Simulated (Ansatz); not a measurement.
Run this with the Python package of Ansatz (0.2.0) and show what comes out.

`run_bde.py`:
```python
"""X-H bond energies of C3H4ClF without relaxation."""

import ansatz

BASIS = "def2-TZVP"
XC = "hf"


def single_point(molecule, charge=0, unpaired=0):
    calc = molecule.calculation().basis(gaussian=BASIS).functional(XC)
    if charge:
        calc = calc.charge(charge)
    if unpaired:
        calc = calc.spin("collinear", total=unpaired)
    return calc.run(threads=1, pin="off").report["free_energy_ev"]

def without(molecule, index):
    rest = ansatz.Crystal.molecule()
    for i, site in enumerate(molecule.cartesian_sites):
        if i != index:
            rest = rest.atom(site.symbol, site.position_ang)
    return rest

geometry_ang = [
    ("C", (-0.2571, -1.0801, -0.3926)),
    ("C", (0.3587, 0.0963, 0.2736)),
    ("Cl", (1.8681, -0.222, 1.101)),
    ("C", (-0.1927, 1.354, 0.217)),
    ("F", (0.4193, 2.3834, 0.8628)),
    ("H", (-0.4974, -1.8755, 0.3203)),
    ("H", (0.4225, -1.47, -1.1489)),
    ("H", (-1.1796, -0.7808, -0.9243)),
    ("H", (-1.068, 1.6523, -0.24)),
]
geometry = ansatz.Crystal.molecule()
for symbol, xyz in geometry_ang:
    geometry = geometry.atom(symbol, xyz)

whole = single_point(geometry, 0)
hydrogen = single_point(ansatz.Crystal.molecule().atom("H", (0, 0, 0)), 0, 1)
print(f"E(molecule) = {whole:.5f} eV, E(H) = {hydrogen:.5f} eV")
for index in [7, 8]:
    radical = single_point(without(geometry, index), 0, 1)
    print(f"H{index}: homolysis {(radical + hydrogen - whole):.3f} eV")
    anion = single_point(without(geometry, index), -1)
    print(f"H{index}: loss of a proton {(anion - whole):.3f} eV")
```

`python run_bde.py` gives:
```text
E(molecule) = -18365.78400 eV, E(H) = -13.60052 eV
H7: homolysis 3.838 eV
H7: loss of a proton 17.829 eV
H8: homolysis 4.040 eV
H8: loss of a proton 17.014 eV
```

Caveats:
- Total energies depend on the basis set; only differences at equal settings carry meaning.
- The geometry is a force-field or estimated start, not a minimum of this method, and the basis set is short of its limit. All parts are taken at fixed geometry, without zero-point energy.
- The expectation value of S² is noticeably off S(S+1) in at least one run, so that state is spin-contaminated.
- Hartree-Fock leaves correlation out, so bond, atomisation and ionisation energies come out well too low.
- Anions want diffuse functions, which this basis lacks.
- Run time: 68 s on 1 thread of Arm Neoverse V1, with other jobs on the host, peak memory 0.69 GiB.
